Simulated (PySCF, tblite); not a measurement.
# C5H11NO2Si2: geometry, infrared bands and NMR shifts

Aim: predict the infrared bands and NMR shifts of C5H11NO2Si2 (`O=C(O)C#CCN([SiH3])C[SiH3]`).

Computed with tblite 0.8.0 and PySCF 2.14.0, with density-fitted response routines of our own, on a single molecule in the gas phase. Atoms are numbered from 0 throughout.

## 1. Starting geometry

21 atoms, charge 0, multiplicity 1; geometry from: force field or distance geometry start.

Bonds of the start (Å): O0–C1 1.21, C1–O2 1.36, C1–C3 1.43, C3–C4 1.21, C4–C5 1.47, C5–N6 1.47, N6–Si7 1.72, N6–C8 1.48, C8–Si9 1.89, O2–H10 0.97, C5–H11 1.10, C5–H12 1.11, Si7–H13 1.48, Si7–H14 1.48, Si7–H15 1.49, C8–H16 1.10, C8–H17 1.10, Si9–H18 1.49, Si9–H19 1.48, Si9–H20 1.48.

## 2. Optimising the geometry with GFN2-xTB

Job settings and geometry (Å):

```
{"job": {"kind": "relax", "xc": "GFN2-xTB", "basis": "xTB"}, "charge": 0, "multiplicity": 1}
O      4.122500    -0.248600    -2.019700
C      3.827000    -0.118000    -0.849100
O      4.735700     0.287000     0.079600
C      2.531000    -0.396800    -0.310000
C      1.438400    -0.635900     0.152600
C      0.095000    -0.908500     0.682900
N     -0.853300     0.167100     0.360100
Si    -0.981100     1.599000     1.309200
C     -1.375000     0.035100    -1.014900
Si    -3.091600    -0.758300    -1.075400
H      5.535600     0.435300    -0.450800
H     -0.264200    -1.875300     0.305900
H      0.162900    -1.045800     1.782800
H     -2.301900     2.202300     1.015600
H      0.101900     2.519200     0.910600
H     -0.881600     1.213900     2.743600
H     -1.438800     1.027300    -1.492500
H     -0.705300    -0.553000    -1.651800
H     -4.078400     0.045900    -0.304600
H     -3.547300    -0.850100    -2.482300
H     -3.040400    -2.124800    -0.506000
```

Started as:

```sh
> OMP_NUM_THREADS=1 python probes_run.py task.json out
```

This one command runs all jobs of the session in turn.

**Question.** This job is followed by: GFN2-xTB harmonic vibrations, gas phase; GIAO PBE0/pcSseg-1 NMR shielding, non-relativistic, gas phase. Predict these results of the whole session: strongest single infrared mode (GFN2-xTB); zero-point energy (GFN2-xTB); 13C shifts against TMS (PBE0/pcSseg-1); 1H shifts against TMS (PBE0/pcSseg-1, means over atoms taken as alike); 17O shifts against H2O (PBE0/pcSseg-1); 15N shifts against NH3 (PBE0/pcSseg-1); 29Si shifts against TMS (PBE0/pcSseg-1); surface potential, 1st and 99th percentile.

**Answer**, as computed:

| quantity | value |
| --- | --- |
| strongest single infrared mode (GFN2-xTB) | 1759 cm⁻¹, 469 km/mol |
| zero-point energy (GFN2-xTB) | 88.8 kcal/mol |
| 13C shifts against TMS (PBE0/pcSseg-1) | 158.5, 94.5, 82.4, 43.5, 33.3 ppm |
| 1H shifts against TMS (PBE0/pcSseg-1, means over atoms taken as alike) | 6.30, 4.66, 3.96, 3.90, 2.96 ppm |
| 17O shifts against H2O (PBE0/pcSseg-1) | 457.7, 216.7 ppm |
| 15N shifts against NH3 (PBE0/pcSseg-1) | 22.5 ppm |
| 29Si shifts against TMS (PBE0/pcSseg-1) | -42.6, -73.8 ppm |
| surface potential, 1st and 99th percentile | -1.51 V and 2.16 V |

The optimisation took 200 steps and gained 0.235 eV; among the close pairs (by a distance rule), C5–N6 changed most, from 1.470 to 1.443 Å. All 57 modes are real, so the xTB geometry is a minimum. The strongest single mode, at 1759 cm⁻¹, moves mainly C1 and O0. GFN2-xTB is a fitted tight-binding method: band positions and strengths are rough. Its intensities can rank the bands wrongly. At PBE0/pcSseg-1: Shielding is most anisotropic at O0 (span 632 ppm, paramagnetic term -526 ppm). At PBE0/pcSseg-1, counted by nearest atom on the grid, the HOMO lies on N6 56 %; H14, H17 about 7 % each, the LUMO on C1, C4 about 26 % each; O0 19 %.
